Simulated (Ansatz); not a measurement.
# C2H7FSSi: up Jacob's ladder to CCSD(T)

How much do the methods differ for C2H7FSSi? The plan is to run it at one geometry with functionals of several rungs and with coupled cluster, and see how far each lands from CCSD(T) at the basis-set limit for the atomisation energy.

Computed with Ansatz 0.2.0, Gaussian basis. Level: functionals in def2-TZVPP, the program's frozen cores in correlated methods.

The runs, in order: LDA (SPW92), PBE-D4, revPBE-D4, BLYP-D4, r2SCAN-D4, B97M-V, PBE0-D4, B3LYP-D4, r2SCANh-D4, r2SCAN0-D4, HSE06-D4, BHLYP-D4, CAM-B3LYP-D4, LC-ωPBE, ωB97X-V, ωB97M-V, B2PLYP, PBE-QIDH; CCSD(T)/def2-SVP; CCSD(T)/def2-TZVPP; MP2/def2-QZVPP; extrapolation to the limit; RPA on PBE.

### Step 1. Structure used throughout

An earlier PBE0-D4 in a triple-zeta def2 set relaxation fixed the geometry.

12 atoms, charge 0, spin multiplicity 1.

Atoms are counted from 1 here; the program's logs count them from 0.

Bond lengths: C1–C2 1.517 Å, C1–H6 1.092 Å, C1–H7 1.093 Å, C1–H8 1.094 Å, C2–S3 1.824 Å, C2–Si4 1.868 Å, C2–H9 1.095 Å, S3–H10 1.344 Å, Si4–F5 1.607 Å, Si4–H11 1.485 Å, Si4–H12 1.480 Å. Angles: C2–C1–H6 111.2°, C2–C1–H7 111.1°, C2–C1–H8 110.4°, H6–C1–H7 107.8°, H6–C1–H8 108.6°, H7–C1–H8 107.7°, C1–C2–S3 114.0°, C1–C2–Si4 116.8°, C1–C2–H9 110.4°, S3–C2–Si4 102.8°, S3–C2–H9 103.1°, Si4–C2–H9 108.6°, C2–S3–H10 96.7°, C2–Si4–F5 110.7°, C2–Si4–H11 108.8°, C2–Si4–H12 110.6°, F5–Si4–H11 107.2°, F5–Si4–H12 107.7° and more.

As a file:

```mol
C2H7FSSi
  3D, bonds by distance, orders not assigned

 12 11  0  0  0  0  0  0  0  0999 V2000
   -1.4008    0.4697   -0.0478 C   0  0
   -0.1867   -0.3122   -0.5127 C   0  0
   -0.1605   -2.0466    0.0504 S   0  0
    1.4828    0.3248    0.0318 Si  0  0
    1.6359    1.8861   -0.3157 F   0  0
   -2.3272   -0.0202   -0.3565 H   0  0
   -1.4176    0.5595    1.0415 H   0  0
   -1.3850    1.4809   -0.4638 H   0  0
   -0.1863   -0.4051   -1.6039 H   0  0
   -0.1339   -1.7838    1.3685 H   0  0
    1.5879    0.1921    1.5067 H   0  0
    2.5684   -0.4001   -0.6647 H   0  0
  1  2  8  0
  2  3  8  0
  2  4  8  0
  4  5  8  0
  1  6  8  0
  1  7  8  0
  1  8  8  0
  2  9  8  0
  3 10  8  0
  4 11  8  0
  4 12  8  0
M  END
```

### Step 2. LDA

This LDA is Slater exchange with PW92 correlation.

Input file in.yaml:

```yaml
crystal:
  periodic: [false, false, false]
  atoms:
    - {symbol: C, position_ang: [-1.400840, 0.469688, -0.047827]}
    - {symbol: C, position_ang: [-0.186737, -0.312246, -0.512727]}
    - {symbol: S, position_ang: [-0.160487, -2.046590, 0.050394]}
    - {symbol: Si, position_ang: [1.482779, 0.324766, 0.031806]}
    - {symbol: F, position_ang: [1.635915, 1.886085, -0.315682]}
    - {symbol: H, position_ang: [-2.327160, -0.020186, -0.356479]}
    - {symbol: H, position_ang: [-1.417578, 0.559506, 1.041530]}
    - {symbol: H, position_ang: [-1.384971, 1.480915, -0.463850]}
    - {symbol: H, position_ang: [-0.186343, -0.405145, -1.603878]}
    - {symbol: H, position_ang: [-0.133926, -1.783831, 1.368461]}
    - {symbol: H, position_ang: [1.587919, 0.192115, 1.506728]}
    - {symbol: H, position_ang: [2.568430, -0.400079, -0.664674]}
basis:
  gaussian: {orbitals: def2-TZVPP}
hamiltonian: {xc: lda}
output: {orbitals: {seedname: orbitals}}
```

The run is started by

```
> ansatz run in.yaml --threads 4 --pin off --events-out ev --progress --plain --max-ram 10444MiB
```

The runs that follow: PBE-D4 (GGA); revPBE-D4 (GGA); BLYP-D4 (GGA); r2SCAN-D4 (meta-GGA); B97M-V (meta-GGA); PBE0-D4 (hybrid); B3LYP-D4 (hybrid); r2SCANh-D4 (hybrid); r2SCAN0-D4 (hybrid); HSE06-D4 (hybrid); BHLYP-D4 (hybrid); CAM-B3LYP-D4 (range-separated); LC-ωPBE (range-separated); ωB97X-V (range-separated); ωB97M-V (range-separated); B2PLYP (double hybrid); PBE-QIDH (double hybrid); CCSD(T) in def2-SVP; CCSD(T) in def2-TZVPP; MP2 in def2-QZVPP; RPA on PBE orbitals.

Q: Predict the results of all the runs planned. Wanted: atomisation energy, CCSD(T)/CBS; farthest beyond LDA; mean size of error, GGA; mean size of error, meta-GGA; mean size of error, hybrid; mean size of error, range-separated; mean size of error, double hybrid; gap, smallest and largest; T1 diagnostic.

The runs gave:

```
                               quantity                                                                           value
        atomisation energy, CCSD(T)/CBS                                                                   4352.2 kJ/mol
 functionals within 21.8 kJ/mol (0.5 %)  r2SCAN-D4, B97M-V, PBE0-D4, B3LYP-D4, HSE06-D4, CAM-B3LYP-D4, ωB97X-V, ωB97M-V
                    farthest beyond LDA                                                        BHLYP-D4 (-116.7 kJ/mol)
                mean size of error, GGA                                                                     44.5 kJ/mol
           mean size of error, meta-GGA                                                                      3.1 kJ/mol
             mean size of error, hybrid                                                                     40.1 kJ/mol
    mean size of error, range-separated                                                                     14.3 kJ/mol
      mean size of error, double hybrid                                                                     49.7 kJ/mol
              gap, smallest and largest                                       5.01 eV (LDA (SPW92)), 12.17 eV (LC-ωPBE)
                          T1 diagnostic                                                                          0.0110
triples share of the correlation energy                                                                           3.6 %
```

In words: LDA overbinds by 570.3 kJ/mol (13 %). PBE-D4 misses by +38.7 kJ/mol. Double hybrids carry the basis error of their MP2 part in triple zeta, and no dispersion term here, so their miss is partly the set-up's. The rungs meta-GGA, range-separated miss on average by less than the doubt on the reference (21.8 kJ/mol), so they tie. The reference freezes the cores and leaves out relativity and excitations past (T), so misses under about 21.8 kJ/mol can't be ranked. Hartree-Fock recovers 74 % of the binding; the rest is correlation. CCSD(T) in def2-SVP is off by -263.0 kJ/mol, which most functionals beat. Orbital gaps span 5.0 to 12.2 eV; exact exchange widens them.
